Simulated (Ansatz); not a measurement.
# BN2H5 (SMILES NBN): HF/3-21G

What is the electronic atomisation energy of BN2H5 at HF/3-21G? 

Program for the calculation: Ansatz 0.2.0.

41 further runs of the same task are left out: 41 set aside as unsound or not needed.

## 1. Starting point

The species is BN2H5 (8 atoms), meant as a singlet with charge 0. SMILES: `NBN`. Geometry: relaxed at PBE0-D4/def2-TZVP.

Bond lengths: N1–B2 1.409 Å, B2–N3 1.409 Å, N1–H4 1.005 Å, N1–H5 1.002 Å, B2–H6 1.200 Å, N3–H7 1.003 Å, N3–H8 1.005 Å. Angles: N1–B2–N3 122.9°, N1–B2–H6 118.5°, N3–B2–H6 118.5°, B2–N1–H4 124.5°, B2–N1–H5 121.9°, B2–N3–H7 121.9°, B2–N3–H8 124.5°, H4–N1–H5 113.6°, H7–N3–H8 113.6°.

## 2. A single-point energy at HF/3-21G

The input, input.yaml:

```yaml
crystal:
  periodic: [false, false, false]
  atoms:
    - {symbol: N, position_ang: [-0.971000, 0.516500, -0.581100]}
    - {symbol: B, position_ang: [0.194200, 0.386600, 0.200500]}
    - {symbol: N, position_ang: [0.848200, -0.845200, 0.401400]}
    - {symbol: H, position_ang: [-1.426800, -0.244500, -1.053400]}
    - {symbol: H, position_ang: [-1.423900, 1.400900, -0.713700]}
    - {symbol: H, position_ang: [0.649700, 1.368600, 0.718000]}
    - {symbol: H, position_ang: [1.676700, -0.919800, 0.960900]}
    - {symbol: H, position_ang: [0.545000, -1.720300, 0.011600]}
basis:
  gaussian:
    orbitals: 3-21G.json
hamiltonian:
  xc: hf
accuracy: high
output: {orbitals: {seedname: orbitals}}
```

The basis set 3-21G is read from a file made from the Basis Set Exchange's data (not shown).

Started as:

```sh
$ ansatz run input.yaml --threads 1 --pin off --max-ram 3480MiB --events-out events.jsonl --progress --plain --runs-dir runs
```

What it wrote:

```text
Warning: RAYON_NUM_THREADS=1 ignored (pool sized by the plan → 1); use --threads N
Functional definition: HF
  name "HF"
  exchange = exact_x
  correlation = 0
901 factors; integrals over basis functions are off by at most 4.8e-9 eV
mean field evaluation 1: about -3693.9580 eV, gradient 3.2e1 eV
mean field evaluation 2: about -3693.9577 eV, gradient 3.2e1 eV
mean field evaluation 4: about -3696.0773 eV, gradient 2.0e0 eV
mean field evaluation 8: about -3696.0896 eV, gradient 2.1e-4 eV
mean field -3696.08960420 eV, -135.8287876549 hartree, gradient 2.1e-8 eV, S^2 0.000000; 0 other end points of the search recorded, 0 dependent functions left out
reference -3696.08960420 eV, -135.8287876549 hartree; 12, 12 occupied and 25, 25 virtual orbitals, 901 factors
Total energy: -3696.08960420 eV, -135.8287876549 hartree
```

Run time: 0.24 s. Hardware: 1 thread of Intel Xeon 6975P-C (Granite Rapids), shared host.

## 3. The B atom

The input, run.yaml:

```yaml
crystal:
  periodic: [false, false, false]
  atoms:
    - {symbol: B, position_ang: [0.000000, 0.000000, 0.000000]}
basis:
  gaussian: {orbitals: 3-21G.json}
magnetization: {spin_polarized: true, initial_magnetization: 1}
hamiltonian: {xc: hf}
accuracy: high
```

The basis set 3-21G is read from a file made from the Basis Set Exchange's data (not shown).

Run the same way, it converges to -24.38976 Eh (log not shown).

## 4. The H atom

The input, input.yaml:

```yaml
crystal:
  periodic: [false, false, false]
  atoms:
    - {symbol: H, position_ang: [0.000000, 0.000000, 0.000000]}
basis:
  gaussian:
    orbitals: 3-21G.json
magnetization:
  spin_polarized: true
  initial_magnetization: 1
accuracy: high
hamiltonian:
  xc: hf
```

The basis set 3-21G is read from a file made from the Basis Set Exchange's data (not shown).

Run the same way, it converges to -0.49620 Eh (log not shown).

## 5. The N atom, same level

The input, in.yaml:

```yaml
crystal:
  periodic: [false, false, false]
  atoms:
    - {symbol: N, position_ang: [0.000000, 0.000000, 0.000000]}
basis:
  gaussian:
    orbitals: 3-21G.json
magnetization:
  spin_polarized: true
  initial_magnetization: 3
hamiltonian:
  xc: hf
accuracy: high
```

The basis set 3-21G is read from a file made from the Basis Set Exchange's data (not shown).

Started as:

```sh
$ ansatz run in.yaml --threads 1 --pin off --max-ram 3480MiB --events-out events.jsonl --progress --plain --runs-dir runs
```

What it wrote:

```text
Warning: RAYON_NUM_THREADS=1 ignored (pool sized by the plan → 1); use --threads N
[... 4 set-up lines as earlier in the session ...]
42 factors; integrals over basis functions are off by at most 1.2e-8 eV
mean field evaluation 1: about -1472.2003 eV, gradient 4.6e0 eV
mean field evaluation 2: about -1472.2017 eV, gradient 4.6e0 eV
mean field evaluation 4: about -1472.2826 eV, gradient 9.3e-2 eV
mean field evaluation 8: about -1472.2827 eV, gradient 6.7e-6 eV
mean field -1472.28267610 eV, -54.1053903978 hartree, gradient 2.8e-8 eV, S^2 3.751604; 0 other end points of the search recorded, 0 dependent functions left out
reference -1472.28267610 eV, -54.1053903978 hartree; 5, 2 occupied and 4, 7 virtual orbitals, 42 factors
Total energy: -1472.28267610 eV, -54.1053903978 hartree
```

Run time: 0.04 s. Hardware: 1 thread of Intel Xeon 6975P-C (Granite Rapids), shared host.

## 6. Outcome

Level: HF/3-21G.

```
                     quantity          value
       molecule: total energy  -135.82879 Eh
        molecule: HOMO energy       -9.89 eV
        molecule: LUMO energy        6.91 eV
      molecule: HOMO–LUMO gap       16.80 eV
         B atom: total energy   -24.38976 Eh
                 B atom: ⟨S²⟩          0.750
         H atom: total energy    -0.49620 Eh
                 H atom: ⟨S²⟩          0.750
         N atom: total energy   -54.10539 Eh
                 N atom: ⟨S²⟩          3.752
electronic atomisation energy      20.334 eV
```

**Reading.** Taking the molecule apart into free atoms costs 20.33 eV (469 kcal/mol), before zero-point energy and without spin-orbit coupling. Hartree–Fock lacks the correlation of the bonding pairs, which as a rule makes this value much too low; in minimal bases other errors can mask that. The basis has no polarisation functions, which makes bonds too weak.
